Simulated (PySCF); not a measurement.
# Changing the system itself: SnBr⁺

How does SnBr⁺ answer to another spin, charge, distance or environment?

Computed with PySCF 2.14.0. Level: method and basis as typed in the scripts.

3 further runs of the same task are left out: 1 for a known fault of the program, 2 that didn't finish.

**1. Where the work starts**

SnBr⁺: 2 atoms, charge 1, spin multiplicity 1.

Bond lengths: Sn1–Br2 2.565 Å.

**2. The base run**

Input file input.py:

```python
from pyscf import gto, scf, mcscf

mol = gto.M(
    atom='Sn 0 0 0; Br 0 0 2.565',
    basis='lanl2dz',
    ecp={'Sn': 'lanl2dz', 'Br': 'lanl2dz'},
    charge=1,
    spin=0,
    verbose=4,
)
mf = scf.ROHF(mol)
mf.kernel()
mc = mcscf.CASSCF(mf, 5, 6)
mc.kernel()
mc.analyze()
mf.dip_moment()
print('orbital energies (hartree):', mf.mo_energy[..., max(0, mol.nelec[1]-3):mol.nelec[0]+3].round(4))
```

Started as:

```sh
OMP_NUM_THREADS=1 python input.py
```

The log of this run is left out.

Base result: E(SCF) = -15.952440 Eh, 8 cycles, E(CAS) − E(SCF) = -0.02523 Eh.

The bond length is a typed value, not an optimised one. The dipole of an ion depends on the origin.

**3. Quintet**

Variant 1 changes spin (2S): 0 → 4; active space: 6 electrons in 5 orbitals → 4 electrons in 6 orbitals.

Input file input.py:

```python
from pyscf import gto, scf, mcscf

mol = gto.M(
    atom='Sn 0 0 0; Br 0 0 2.565',
    basis='lanl2dz',
    ecp={'Sn': 'lanl2dz', 'Br': 'lanl2dz'},
    charge=1,
    spin=4,
    verbose=4,
)
mf = scf.ROHF(mol)
mf.kernel()
mc = mcscf.CASSCF(mf, 6, 4)
mc.kernel()
mc.analyze()
mf.dip_moment()
print('orbital energies (hartree):', mf.mo_energy[..., max(0, mol.nelec[1]-3):mol.nelec[0]+3].round(4))
```

Started as:

```sh
OMP_NUM_THREADS=1 python input.py
```

**4. Bond 2.488 Å**

Variant 2 changes bond length: 2.565 Å → 2.488 Å.

Changes to input.py since step 2:

```diff
@@ -3,3 +3,3 @@
 mol = gto.M(
-    atom='Sn 0 0 0; Br 0 0 2.565',
+    atom='Sn 0 0 0; Br 0 0 2.488',
     basis='lanl2dz',
```

**5. Charge +2 (doublet)**

Variant 3 changes charge: 1 → 2; spin (2S): 0 → 1; active space: 6 electrons in 5 orbitals → 5 electrons in 5 orbitals.

Changes to input.py since step 2:

```diff
@@ -6,4 +6,4 @@
     ecp={'Sn': 'lanl2dz', 'Br': 'lanl2dz'},
-    charge=1,
-    spin=0,
+    charge=2,
+    spin=1,
     verbose=4,
@@ -12,3 +12,3 @@
 mf.kernel()
-mc = mcscf.CASSCF(mf, 5, 6)
+mc = mcscf.CASSCF(mf, 5, 5)
 mc.kernel()
```

**6. Bond 2.873 Å**

Variant 4 changes bond length: 2.565 Å → 2.873 Å.

Changes to input.py since step 2:

```diff
@@ -3,3 +3,3 @@
 mol = gto.M(
-    atom='Sn 0 0 0; Br 0 0 2.565',
+    atom='Sn 0 0 0; Br 0 0 2.873',
     basis='lanl2dz',
```

Before running it: what results should come out? Wanted: for each run, E(SCF); from base; after the SCF.

As calculated:

```
                run  E(SCF) (hartree)  from base (eV)  cycles                                                         after the SCF
               base        -15.952440               0       8                                          CASSCF correlation -0.686 eV
            quintet        -15.773378         +4.8725       9  CASSCF correlation 0.000 eV (this space leaves nothing to correlate)
       bond 2.488 Å        -15.953539         -0.0299       8                                          CASSCF correlation -0.701 eV
charge +2 (doublet)        -15.392843        +15.2274       8                                          CASSCF correlation -0.663 eV
       bond 2.873 Å        -15.931430         +0.5717       9                                          CASSCF correlation -0.628 eV
```

The largest comparable shift of the SCF energy, +4.873 eV, comes with the run “quintet”. The quintet solution found lies 4.87 eV above the base singlet at this geometry and level. At the SCF level, going to the doublet with one electron fewer costs 15.23 eV at fixed geometry.
